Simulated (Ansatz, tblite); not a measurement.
# GeBr2H2 (GeH2Br2): a ladder of methods and basis sets

One table from this session's results is given with a row withheld; the runs are named, their logs left out.

Program: Ansatz 0.2.0, Gaussian basis. Level of theory: as each input shows. These are calculated values, not measurements.

Plan: GFN1-xTB, GFN2-xTB, PBE-D4/def2-TZVP, r2SCAN-D4/def2-TZVP, HF/def2-TZVP, ωB97M-V/def2-TZVP, B3LYP-D4/def2-TZVP, CAM-B3LYP-D4/def2-TZVP, r2SCANh-D4/def2-TZVP, PBE-QIDH/def2-TZVP, ωB97X-V/def2-TZVP, PBE-D4/def2-SVP, PBE0-D4/def2-SVP, HF/6-31G, B3LYP-D4/6-31G, PBE0-D4/def2-TZVPD, PBE-D4/def2-TZVPD, r2SCAN-D4/def2-TZVPD, CCSD(T)/def2-TZVPP, MP2/def2-TZVP, RPA/def2-TZVP.

## The structure

The geometry is that of the singlet, from an earlier relaxation (B3LYP-D4/def2-SVP).

5 atoms, charge 0, spin multiplicity 1.

Bond lengths: Ge1–Br2 2.320 Å, Ge1–Br3 2.320 Å, Ge1–H4 1.535 Å, Ge1–H5 1.535 Å. Angles: Br2–Ge1–Br3 109.5°, Br2–Ge1–H4 108.1°, Br2–Ge1–H5 108.1°, Br3–Ge1–H4 108.1°, Br3–Ge1–H5 108.1°, H4–Ge1–H5 114.9°.

PBE0-D4/def2-TZVP was run before; its log isn't repeated, and its numbers join the tables.

The first run:

Tight binding, by tblite at 300 K electronic temperature and without a spin-polarisation term:

```python
tblite.interface.Calculator('GFN1-xTB', numbers, positions, charge=0, uhf=0).singlepoint()
```

Tight binding, by tblite at 300 K electronic temperature and without a spin-polarisation term:

```python
tblite.interface.Calculator('GFN2-xTB', numbers, positions, charge=0, uhf=0).singlepoint()
```

start.molden holds the orbitals of an earlier run on this state, given as this run's starting guess.

Input file in.yaml:

```yaml
crystal:
  periodic: [false, false, false]
  atoms:
    - {symbol: Ge, position_ang: [-0.168233, 0.000660, -0.117767]}
    - {symbol: Br, position_ang: [-0.158799, -0.021979, 2.202305]}
    - {symbol: Br, position_ang: [2.015520, 0.014892, -0.901498]}
    - {symbol: H, position_ang: [-0.848212, 1.297096, -0.578897]}
    - {symbol: H, position_ang: [-0.840276, -1.290678, -0.604144]}
basis:
  gaussian: {orbitals: def2-TZVP, initial_orbitals: start.molden}
hamiltonian: {xc: pbe, dispersion: d4}
scf: {omitted_lower_state_checks: [starts]}
output: {orbitals: {seedname: orbitals}}
```

Run with:

```console
$ ansatz run in.yaml --threads 4 --pin off --events-out ev --progress --plain --max-ram 3916MiB
```

Among the steps run: PBE-D4/def2-TZVP; r2SCAN-D4/def2-TZVP; HF/def2-TZVP; ωB97M-V/def2-TZVP; B3LYP-D4/def2-TZVP; CAM-B3LYP-D4/def2-TZVP; r2SCANh-D4/def2-TZVP; PBE-QIDH/def2-TZVP; ωB97X-V/def2-TZVP; PBE-D4/def2-SVP; PBE0-D4/def2-SVP; HF/6-31G; B3LYP-D4/6-31G; PBE0-D4/def2-TZVPD; PBE-D4/def2-TZVPD; r2SCAN-D4/def2-TZVPD; CCSD(T)/def2-TZVPP; MP2/def2-TZVP; RPA/def2-TZVP.

One table of the session follows, with a row left open; its other results are not shown here.

| level | HOMO (eV) | gap (eV) |
| --- | --- | --- |
| HF/6-31G | -11.48 | 12.99 |
| HF/def2-TZVP | -11.40 | 13.48 |
| PBE-D4/def2-SVP | -7.06 | 4.93 |
| PBE-D4/def2-TZVP | -7.23 | 4.87 |
| PBE-D4/def2-TZVPD | -7.26 | 4.81 |
| r2SCAN-D4/def2-TZVP | -7.58 | 5.44 |
| r2SCAN-D4/def2-TZVPD | ? | ? |
| r2SCANh-D4/def2-TZVP | -8.04 | 6.22 |
| B3LYP-D4/6-31G | -8.26 | 6.29 |
| B3LYP-D4/def2-TZVP | -8.24 | 6.47 |
| PBE0-D4/def2-SVP | -8.39 | 7.14 |
| PBE0-D4/def2-TZVP | -8.52 | 7.05 |
| PBE0-D4/def2-TZVPD | -8.53 | 6.95 |
| CAM-B3LYP-D4/def2-TZVP | -9.80 | 9.32 |
| ωB97X-V/def2-TZVP | -10.84 | 11.47 |
| ωB97M-V/def2-TZVP | -10.69 | 11.14 |

**Question.** Estimate the row for r2SCAN-D4/def2-TZVPD.

The run gave: HOMO (eV): -7.59; gap (eV): 5.40. In the column «HOMO (eV)» it lies between r2SCANh-D4/def2-TZVP (-8.04) and r2SCAN-D4/def2-TZVP (-7.58).
